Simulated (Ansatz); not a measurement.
# ClH3OSn: the cost of one run

Method: RHF/def2-SVP, in Ansatz 0.2.0.

## (1) Starting point

Bond lengths: Sn1–H2 1.740 Å, Sn1–O3 1.960 Å, O3–H4 1.010 Å, Sn1–Cl5 2.408 Å, Sn1–H6 1.739 Å. Angles: H2–Sn1–O3 109.4°, H2–Sn1–Cl5 109.5°, H2–Sn1–H6 109.5°, O3–Sn1–Cl5 109.5°, O3–Sn1–H6 109.5°, Cl5–Sn1–H6 109.5°, Sn1–O3–H4 109.5°.

As a file:

```xyz
6

Sn    0.0000    0.0000    0.0000
H     0.0000    0.0000    1.7400
O     1.8483    0.0000   -0.6527
H     2.1646   -0.9521   -0.7693
Cl   -1.1351    1.9666   -0.8025
H    -0.8195   -1.4198   -0.5794
```

## (2) Preparing the start

Contents of input.yaml:

```yaml
crystal:
  periodic: [false, false, false]
  atoms:
    - { symbol: Sn, position_ang: [0.0, 0.0, 0.0] }
    - { symbol: H, position_ang: [0.0, 0.0, 1.74] }
    - { symbol: O, position_ang: [1.8483, 0.0, -0.6527] }
    - { symbol: H, position_ang: [2.1646, -0.9521, -0.7693] }
    - { symbol: Cl, position_ang: [-1.1351, 1.9666, -0.8025] }
    - { symbol: H, position_ang: [-0.8195, -1.4198, -0.5794] }
basis:
  gaussian: { orbitals: def2-SVP }
hamiltonian:
  xc: hf
relax:
  f_tol: 0.02
  max_steps: 40
```

Run with:

```
$ ansatz run input.yaml --threads 1 --pin off --max-ram 2048MiB --backend cpu --events-out ev --progress --plain --runs-dir out
```

Q: Estimate wall time and peak memory on 1 thread of Arm Neoverse V1, shared host.

About 18 s, with a peak of 0.14 GiB.
